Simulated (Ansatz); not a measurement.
Runs of Ansatz 0.2.0 on CsSi2. The structure is hexagonal, space group P-6m2 (No. 187). The conventional cell has a = 6.372 Å, b = 6.372 Å, c = 4.479 Å, α = 90.00°, β = 90.00°, γ = 120.00°. Cs (site symmetry -6m2) has 6 Si at 3.85 Å as nearest neighbours. Si (site symmetry 3m) is surrounded by 2 Si at 2.24 Å. The cell was built by a generator and needn't be a form met in nature.

```csv
task,level,cell,gap on the mesh (eV),pressure (GPa),relaxed volume (Å³/atom),largest force (eV/Å)
relaxation of cell and atoms,RPBE,relaxed,none,0.0,54.24,-
single point,PBE,as given,none,(a),-,0.17
relaxation of cell and atoms,PBEsol,relaxed,none,0.0,48.86,-
relaxation of cell and atoms,BLYP,relaxed,none,0.0,58.17,-
relaxation of cell and atoms,revPBE,relaxed,none,0.0,(c),-
relaxation of cell and atoms,LDA,relaxed,none,0.0,46.67,0.01
relaxation of cell and atoms,PBE,relaxed,none,0.0,(b),-
```

Alike in all rows: potentials or basis Ansatz PAW; no spin polarisation; k mesh 5 × 5 × 6; cutoff (eV) 420; smearing fermi-dirac 0.05 eV.

Task: Fill in the values left out.

Result: (a) -0.5; (b) 51.30; (c) 53.74.

Caveats: the plane-wave basis is chosen anew once the cell has moved, so the energies of steps on either side of that aren't comparable (some runs); the PAW data sets come from PBE, with cores solved anew for the run's functional, which leaves a small shift of forces and pressure (some runs).

A k mesh can miss the band edges, and the runs leave out spin-orbit coupling on Cs.

A gap of «none» marks a metal or a gap under the smearing width.
